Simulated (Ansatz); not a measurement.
**SbBr3: a ladder of functionals and wavefunction methods**

How much do the methods differ for SbBr3? The plan is to run it at one geometry with functionals of several rungs and with coupled cluster. The yardstick is the atomisation energy at the CCSD(T) limit.

Program: Ansatz 0.2.0, Gaussian basis. Level of theory: functionals in def2-TZVPP, the program's frozen cores in correlated methods. These are calculated values, not measurements.

The runs, in order: LDA (SPW92), PBE-D4, revPBE-D4, BLYP-D4, r2SCAN-D4, B97M-V, PBE0-D4, B3LYP-D4, r2SCANh-D4, r2SCAN0-D4, HSE06-D4, BHLYP-D4, CAM-B3LYP-D4, LC-ωPBE, ωB97X-V, ωB97M-V, B2PLYP, PBE-QIDH; CCSD(T)/def2-SVP; CCSD(T)/def2-TZVPP; MP2/def2-QZVPP; extrapolation to the limit; RPA on PBE.

1 further run of the same task is left out (for a known fault of the program).

## Step 1: Structure used throughout

All runs share one geometry, relaxed beforehand with PBE0-D4 in a triple-zeta def2 set. Sb takes the def2 core potential; no spin-orbit term is included.

SMILES `[Br][Sb]([Br])[Br]`, 4 atoms, charge 0, spin multiplicity 1.

Atoms are counted from 1 here; the program's logs count them from 0.

Bond lengths: Br1–Sb2 2.497 Å, Sb2–Br3 2.497 Å, Sb2–Br4 2.497 Å. Angles: Br1–Sb2–Br3 98.5°, Br1–Sb2–Br4 98.5°, Br3–Sb2–Br4 98.5°.

## Step 2: LDA

This LDA is Slater exchange with PW92 correlation.

Contents of in.yaml:

```yaml
crystal:
  periodic: [false, false, false]
  atoms:
    - {symbol: Br, position_ang: [0.903019, 0.587175, 1.924183]}
    - {symbol: Sb, position_ang: [-0.847635, -0.135972, 0.296401]}
    - {symbol: Br, position_ang: [0.387752, -2.036094, -0.752773]}
    - {symbol: Br, position_ang: [-0.443125, 1.584880, -1.467811]}
basis:
  gaussian: {orbitals: def2-TZVPP}
hamiltonian: {xc: lda}
output: {orbitals: {seedname: orbitals}}
```

Command:

```bash
$ ansatz run in.yaml --threads 4 --pin off --events-out ev --progress --plain --max-ram 10444MiB
```

After this run come: PBE-D4 (GGA); revPBE-D4 (GGA); BLYP-D4 (GGA); r2SCAN-D4 (meta-GGA); B97M-V (meta-GGA); B3LYP-D4 (hybrid); r2SCANh-D4 (hybrid); r2SCAN0-D4 (hybrid); HSE06-D4 (hybrid); BHLYP-D4 (hybrid); CAM-B3LYP-D4 (range-separated); LC-ωPBE (range-separated); ωB97X-V (range-separated); ωB97M-V (range-separated); B2PLYP (double hybrid); PBE-QIDH (double hybrid); CCSD(T) in def2-SVP; CCSD(T) in def2-TZVPP; MP2 in def2-QZVPP; RPA on PBE orbitals.

Before running them: what should the planned runs give, taken together? Wanted: atomisation energy, CCSD(T)/CBS; farthest beyond LDA; mean size of error, GGA; mean size of error, meta-GGA; mean size of error, hybrid; mean size of error, range-separated; mean size of error, double hybrid; gap, smallest and largest; T1 diagnostic.

**Answer**, as computed:

| quantity | value |
| --- | --- |
| atomisation energy, CCSD(T)/CBS | 206.4 kcal/mol |
| functionals within 2.1 kcal/mol (1.0 %) | BLYP-D4, r2SCAN-D4 |
| farthest beyond LDA | LC-ωPBE (-23.5 kcal/mol) |
| mean size of error, GGA | 3.8 kcal/mol |
| mean size of error, meta-GGA | 1.9 kcal/mol |
| mean size of error, hybrid | 8.2 kcal/mol |
| mean size of error, range-separated | 13.7 kcal/mol |
| mean size of error, double hybrid | 12.8 kcal/mol |
| gap, smallest and largest | 4.08 eV (LDA (SPW92)), 10.37 eV (LC-ωPBE) |
| T1 diagnostic | 0.0101 |
| triples share of the correlation energy | 3.5 % |

**Reading.** The LDA atomisation energy is off by 44.4 kcal/mol (21 %): it overbinds. PBE-D4 is off by +7.5 kcal/mol. Double hybrids carry the basis error of their MP2 part in triple zeta, and no dispersion term here, so their miss is partly the set-up's. By mean error the best rung here is meta-GGA (1.9 kcal/mol) and the worst beyond LDA is range-separated (13.7 kcal/mol). RPA and LDA stand outside this count. Misses under about 2.1 kcal/mol are within the doubt on the reference itself, which lacks core-valence correlation, spin-orbit coupling and higher excitations, and its outer-core shells are covered unevenly. All levels share the lack of spin-orbit coupling, which lowers the free heavy atoms and so the true binding. Hartree-Fock recovers 53 % of the binding; the rest is correlation. CCSD(T) in def2-SVP is off by -45.0 kcal/mol, more than most functionals: a good method in a small basis is no reference. The gap grows from 4.1 to 10.4 eV across the functionals, mostly with the share of exact exchange. Correlated methods include outer-core shells of Br, Sb, which these sets cover unevenly.
